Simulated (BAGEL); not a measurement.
# One shape, several levels: GaH2O2F (SMILES [OH][Ga]([OH])[F])

Wanted: a comparison of 4 runs (HF/STO-3G, B3LYP/6-31G*, PBE0/6-31G*, RI-MP2/6-31G*) of GaH2O2F. 

The results are computed with BAGEL 1.2.2.

6 further runs of the same task are left out: 4 that didn't finish, 2 set aside as unsound or not needed.

## Step 1: The structure to begin with

The species is GaH2O2F (6 atoms), meant as a singlet with charge 0. SMILES: `[OH][Ga]([OH])[F]`. Geometry: relaxed at PBE0-D4/def2-TZVP. This is one conformer, not always the lowest.

Bond lengths: O1–Ga2 1.769 Å, Ga2–O3 1.762 Å, Ga2–F4 1.743 Å, O1–H5 0.960 Å, O3–H6 0.960 Å. Angles: O1–Ga2–O3 123.2°, O1–Ga2–F4 118.9°, O3–Ga2–F4 117.8°, Ga2–O1–H5 113.2°, Ga2–O3–H6 112.9°.

## Step 2: The energy at HF/STO-3G (density fitting with qzvpp-jkfit) (run 1)

File input.json:

```json
{ "bagel" : [

{
  "title" : "molecule",
  "basis" : "sto-3g",
  "df_basis" : "qzvpp-jkfit",
  "angstrom" : true,
  "geometry" : [
    { "atom" : "O", "xyz" : [      -0.297200,       1.351000,      -0.574800 ] },
    { "atom" : "Ga", "xyz" : [      -0.068200,      -0.342400,      -0.117600 ] },
    { "atom" : "O", "xyz" : [       0.794400,      -0.842300,       1.335300 ] },
    { "atom" : "F", "xyz" : [      -0.722600,      -1.588800,      -1.144800 ] },
    { "atom" : "H", "xyz" : [      -0.788800,       1.459000,      -1.392800 ] },
    { "atom" : "H", "xyz" : [       1.124200,      -0.100400,       1.848500 ] }
  ]
},

{ "title" : "hf" },

{ "title" : "print", "file" : "orbitals.molden", "orbitals" : true }

]}
```

Started as:

```sh
$ BAGEL_NUM_THREADS=1 BAGEL input.json > input.out
```

What it wrote:

```text
* using 1 threads per process

  ===============================================================
  ===============================================================

  *** Geometry ***

  { "atom" : "O", "xyz" : [     -0.561627,      2.553020,     -1.086215 ] },
  { "atom" : "Ga", "xyz" : [     -0.128879,     -0.647042,     -0.222232 ] },
  { "atom" : "O", "xyz" : [      1.501198,     -1.591716,      2.523351 ] },
  { "atom" : "F", "xyz" : [     -1.365516,     -3.002397,     -2.163358 ] },
  { "atom" : "H", "xyz" : [     -1.490616,      2.757110,     -2.632011 ] },
  { "atom" : "H", "xyz" : [      2.124430,     -0.189729,      3.493159 ] },

  Number of auxiliary basis functions:      533

  Since a DF basis is specified, we compute 2- and 3-index integrals:
    o Being stored without compression. Storage requirement is 0.005 GB

  Number of basis functions:       35
  Number of electrons      :       58

    * METHOD: MOLECULE                             0.21

  *** RHF ***

  === Nuclear Repulsion ===
   297.9143713086

      * DIIS with orbital gradients will be used.

  === RHF iteration (sto-3g) ===
      0      -2147.64512532          0.01813419           0.03
      1      -2147.77845980          0.00557080           0.03
      2      -2147.79016441          0.00103982           0.03
      3      -2147.79107099          0.00036001           0.03
      4      -2147.79120710          0.00017218           0.03
      5      -2147.79125334          0.00004733           0.03
      6      -2147.79125708          0.00001457           0.03
      7      -2147.79125738          0.00000729           0.03
      8      -2147.79125746          0.00000312           0.03
      9      -2147.79125748          0.00000149           0.03
     10      -2147.79125748          0.00000055           0.03
     11      -2147.79125748          0.00000023           0.03
     12      -2147.79125748          0.00000010           0.03
     13      -2147.79125748          0.00000004           0.03
     14      -2147.79125748          0.00000002           0.03
     15      -2147.79125748          0.00000001           0.03
     16      -2147.79125748          0.00000001           0.03
    * SCF iteration converged.

    * Permanent dipole moment:
           (    0.047046,    -0.464394,     0.098471) a.u.

    * METHOD: HF                                   0.65

    * METHOD: PRINT                                0.00

  ===============================================================
```

It took 0.99 s on 1 thread of Arm Neoverse V1, shared host.

## Step 3: A single-point energy at B3LYP/6-31G(d) (density fitting with qzvpp-jkfit, spherical functions) (run 2)

File dft.json:

```json
{ "bagel": [

{
  "title": "molecule",
  "basis": "6-31gs.json",
  "df_basis": "qzvpp-jkfit",
  "angstrom": true,
  "geometry": [
    { "atom": "O", "xyz": [      -0.297200,       1.351000,      -0.574800 ] },
    { "atom": "Ga", "xyz": [      -0.068200,      -0.342400,      -0.117600 ] },
    { "atom": "O", "xyz": [       0.794400,      -0.842300,       1.335300 ] },
    { "atom": "F", "xyz": [      -0.722600,      -1.588800,      -1.144800 ] },
    { "atom": "H", "xyz": [      -0.788800,       1.459000,      -1.392800 ] },
    { "atom": "H", "xyz": [       1.124200,      -0.100400,       1.848500 ] }
  ]
},

{ "title": "ks", "xc_func": "b3lyp" },

{ "title": "print", "file": "orbitals.molden", "orbitals": true }

]}
```

The basis set 6-31G* is read from a file made from the Basis Set Exchange's data (not shown).

Started as:

```sh
$ BAGEL_NUM_THREADS=1 BAGEL dft.json > dft.out
```

What it wrote:

```text
* using 1 threads per process

  ===============================================================
  ===============================================================

  *** Geometry ***

  { "atom" : "O", "xyz" : [     -0.561627,      2.553020,     -1.086215 ] },
  { "atom" : "Ga", "xyz" : [     -0.128879,     -0.647042,     -0.222232 ] },
  { "atom" : "O", "xyz" : [      1.501198,     -1.591716,      2.523351 ] },
  { "atom" : "F", "xyz" : [     -1.365516,     -3.002397,     -2.163358 ] },
  { "atom" : "H", "xyz" : [     -1.490616,      2.757110,     -2.632011 ] },
  { "atom" : "H", "xyz" : [      2.124430,     -0.189729,      3.493159 ] },

  Number of auxiliary basis functions:      533

  Since a DF basis is specified, we compute 2- and 3-index integrals:
    o Being stored without compression. Storage requirement is 0.026 GB

  Number of basis functions:       78
  Number of electrons      :       58

    * METHOD: MOLECULE                             0.30

  *** Kohn-Sham DFT ***

    * Removing 9618 points whose weight is below 1.00e-10
    * Grid points: 79818

  === Nuclear Repulsion ===
   297.9143713086

       - DIIS with orbital gradients will be used.

  === KS iteration (b3lyp / 6-31gs.json) ===
      0      -2093.96371162          0.14615606           0.31
      1      -1902.02736146          0.23204348           0.30
      2      -2083.72985504          0.12770154           0.29
      3      -2126.72406765          0.29400352           0.30
      4      -2126.70419737          0.31066310           0.30
      5      -2125.58163973          0.31450258           0.30
      6      -2119.43132732          0.31837747           0.30
      7      -1938.85334470          0.26738029           0.30
      8      -2082.53550930          0.15282844           0.31
      9      -2133.35870327          0.27396542           0.30
[... 16 lines of this table left out ...]
     26      -2176.18670013          0.00000012           0.30
     27      -2176.18670013          0.00000004           0.30
     28      -2176.18670013          0.00000001           0.29
     29      -2176.18670013          0.00000001           0.30
    * SCF iteration converged.

    * Permanent dipole moment:
           (   -0.026810,    -0.769328,    -0.010255) a.u.

    * METHOD: KS                                   9.30

    * METHOD: PRINT                                0.02

  ===============================================================
```

Wall time 9.9 s (1 thread of Arm Neoverse V1, shared host); peak memory 0.35 GiB.

Run 3 isn't shown in full; the table further down has it.

## Step 4: The energy at RI-MP2/6-31G(d) (density fitting with qzvpp-jkfit, spherical functions) (run 4)

File calc.json:

```json
{ "bagel": [

{
  "title": "molecule",
  "basis": "6-31gs.json",
  "df_basis": "qzvpp-jkfit",
  "angstrom": true,
  "geometry": [
    { "atom": "O", "xyz": [   -0.297200,    1.351000,   -0.574800 ] },
    { "atom": "Ga", "xyz": [   -0.068200,   -0.342400,   -0.117600 ] },
    { "atom": "O", "xyz": [    0.794400,   -0.842300,    1.335300 ] },
    { "atom": "F", "xyz": [   -0.722600,   -1.588800,   -1.144800 ] },
    { "atom": "H", "xyz": [   -0.788800,    1.459000,   -1.392800 ] },
    { "atom": "H", "xyz": [    1.124200,   -0.100400,    1.848500 ] }
  ]
},
{ "title": "hf" },
{ "title": "mp2", "ncore": 12 }

]}
```

The basis set 6-31G* is read from a file made from the Basis Set Exchange's data (not shown).

Started as:

```sh
$ BAGEL_NUM_THREADS=1 BAGEL calc.json > calc.out
```

What it wrote:

```text
* using 1 threads per process

  ===============================================================
  ===============================================================

  *** Geometry ***

  { "atom" : "O", "xyz" : [     -0.561627,      2.553020,     -1.086215 ] },
  { "atom" : "Ga", "xyz" : [     -0.128879,     -0.647042,     -0.222232 ] },
  { "atom" : "O", "xyz" : [      1.501198,     -1.591716,      2.523351 ] },
  { "atom" : "F", "xyz" : [     -1.365516,     -3.002397,     -2.163358 ] },
  { "atom" : "H", "xyz" : [     -1.490616,      2.757110,     -2.632011 ] },
  { "atom" : "H", "xyz" : [      2.124430,     -0.189729,      3.493159 ] },

  Number of auxiliary basis functions:      533

  Since a DF basis is specified, we compute 2- and 3-index integrals:
    o Being stored without compression. Storage requirement is 0.026 GB

  Number of basis functions:       78
  Number of electrons      :       58

    * METHOD: MOLECULE                             0.30

  *** RHF ***

  === Nuclear Repulsion ===
   297.9143713086

      * DIIS with orbital gradients will be used.

  === RHF iteration (6-31gs.json) ===
      0      -2172.99301310          0.02971126           0.08
      1      -2173.20160674          0.02069067           0.08
      2      -2173.37508630          0.00123865           0.08
      3      -2173.37572746          0.00054847           0.08
      4      -2173.37583893          0.00009004           0.08
      5      -2173.37584582          0.00002446           0.08
      6      -2173.37584677          0.00000835           0.08
      7      -2173.37584687          0.00000325           0.08
      8      -2173.37584688          0.00000088           0.08
      9      -2173.37584688          0.00000034           0.08
     10      -2173.37584688          0.00000012           0.08
     11      -2173.37584688          0.00000005           0.08
     12      -2173.37584688          0.00000002           0.08
     13      -2173.37584688          0.00000001           0.08
    * SCF iteration converged.

    * Permanent dipole moment:
           (   -0.007783,    -0.808189,     0.023098) a.u.

    * METHOD: HF                                   1.32

  *** RHF ***

  === Nuclear Repulsion ===
   297.9143713086

      * DIIS with orbital gradients will be used.

  === RHF iteration (6-31gs.json) ===
      0      -2173.37584688          0.00000000           0.08
    * SCF iteration converged.

    * Permanent dipole moment:
           (   -0.007783,    -0.808189,     0.023098) a.u.

  === DF-MP2 calculation ===

    * freezing 12 orbitals
    * 3-index integral transformation done
    * assembly done

      MP2 correlation energy:   -0.7760388319      0.05

      MP2 total energy:       -2174.1518857121

    * METHOD: MP2                                  0.22

  ===============================================================
```

Run time: 2 s. Hardware: 1 thread of Arm Neoverse V1, shared host; peak memory 0.13 GiB.

## Step 5: The series

```tsv
run	level	frozen core orbitals	energy (Eh)	dipole moment (D)	HOMO energy (eV)	LUMO energy (eV)	wall time
1	HF/STO-3G (density fitting with qzvpp-jkfit)	–	-2147.791257	1.21	-7.96	6.55	0.99 s
2	B3LYP/6-31G* (density fitting with qzvpp-jkfit, spherical functions)	–	-2176.186700	1.96	-8.70	-1.63	9.9 s
3	PBE0/6-31G* (density fitting with qzvpp-jkfit, spherical functions)	–	-2175.634344	1.97	-9.05	-1.27	8.7 s
4	RI-MP2/6-31G* (density fitting with qzvpp-jkfit, spherical functions)	12	-2174.151886	–	–	–	2 s
```

## Step 6: What came out

```
                                           quantity           value
                                run 4: total energy  -2174.15189 Eh
run 4: correlation energy (12 core orbitals frozen)      -776.0 mEh
```

What this shows: Over runs 1, 2, 3 the dipole moment (its size) runs from 1.21 D (HF/STO-3G) to 1.97 D (PBE0/6-31G*). The two ends differ in method and basis. Over runs 1, 2, 3 the HOMO–LUMO gap runs from 7.08 eV (B3LYP/6-31G*) to 14.52 eV (HF/STO-3G). Totals of different functionals can't be ranked against each other. In run 1 the basis is minimal, so the values are rough. All runs together took 22 s, the longest 9.9 s.
